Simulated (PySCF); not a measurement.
# C6H7O2Se: the cost of one run

Programs: PySCF 2.14.0, with routines of our own; each step states its level. All values are computed. Atoms count from 0.

## 1. The system as given

16 atoms, charge -1, multiplicity 1; geometry from: GFN2-xTB.

## 2. Geometry optimisation at PBE0-D3(BJ)/def2-SVP

What the job is given:

```
{"job": {"xc": "PBE0", "basis": "def2-SVP", "d3": "d3bj", "grid": 2, "kind": "geom"}, "charge": -1, "multiplicity": 1}
C      3.721641    -0.418464    -0.269386
Se     2.466888    -0.929390     1.120154
C      0.751833    -0.204150     0.142487
O      0.979276     0.294124    -0.928088
C     -0.353128    -0.441071     0.934801
C     -1.660658    -0.089515     0.592707
C     -2.104449     0.535643    -0.544958
C     -3.472218     0.822582    -0.742991
O     -3.994981     1.374654    -1.709012
H      3.110174     0.049227    -1.042349
H      4.224346    -1.302726    -0.654884
H      4.446968     0.286612     0.130734
H     -0.173876    -0.933454     1.882727
H     -2.418042    -0.349254     1.330129
H     -1.403524     0.821757    -1.314248
H     -4.127850     0.492370     0.102262
```

Run with:

```sh
$ OMP_NUM_THREADS=1 python excited_run.py task.json out
```

One launch serves the whole session: the jobs run in the order shown.

Q: Estimate the wall time and peak memory of this first job on 1 thread of Arm Neoverse V2, shared host.

About 2.2 min, with a peak of 0.9 GiB.
